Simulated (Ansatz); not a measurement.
# AlFGeH4O: the cost of one run

Program: Ansatz 0.2.0. Level of theory: RKS B3LYP/def2-SVP. These are calculated values, not measurements.

**1. The starting structure**

Bond lengths: O1–Al2 1.827 Å, Al2–F3 1.776 Å, Al2–Ge4 2.365 Å, O1–H5 1.024 Å, Ge4–H6 1.598 Å, Ge4–H7 1.547 Å, Ge4–H8 1.557 Å. Angles: O1–Al2–F3 119.0°, O1–Al2–Ge4 121.3°, F3–Al2–Ge4 119.7°, Al2–O1–H5 103.6°, Al2–Ge4–H6 111.1°, Al2–Ge4–H7 111.8°, Al2–Ge4–H8 110.3°, H6–Ge4–H7 108.2°, H6–Ge4–H8 106.9°, H7–Ge4–H8 108.4°.

Coordinates:

```xyz
8

O     1.9794    1.2051   -0.6393
Al    1.0094    0.0318    0.3706
F     1.7576   -0.6869    1.8122
Ge   -1.1912   -0.5833   -0.2385
H     1.7114    2.1205   -0.2673
H    -2.1672    0.6826   -0.2274
H    -1.2403   -1.2194   -1.6483
H    -1.7670   -1.6077    0.7823
```

**2. End point A**

input.yaml reads:

```yaml
crystal:
  periodic: [false, false, false]
  atoms:
    - { symbol: O, position_ang: [1.9794, 1.2051, -0.6393] }
    - { symbol: Al, position_ang: [1.0094, 0.0318, 0.3706] }
    - { symbol: F, position_ang: [1.7576, -0.6869, 1.8122] }
    - { symbol: Ge, position_ang: [-1.1912, -0.5833, -0.2385] }
    - { symbol: H, position_ang: [1.7114, 2.1205, -0.2673] }
    - { symbol: H, position_ang: [-2.1672, 0.6826, -0.2274] }
    - { symbol: H, position_ang: [-1.2403, -1.2194, -1.6483] }
    - { symbol: H, position_ang: [-1.767, -1.6077, 0.7823] }
basis:
  gaussian: { orbitals: def2-SVP }
hamiltonian:
  xc: b3lyp
relax:
  f_tol: 0.015
  max_steps: 40
```

The run is started by

```bash
$ ansatz run input.yaml --threads 2 --pin off --max-ram 3072MiB --backend cpu --events-out ev --progress --plain --runs-dir out
```

Q: Estimate wall time and peak memory on 2 threads of Arm Neoverse V1, shared host.

About 24 s, with a peak of 0.21 GiB.
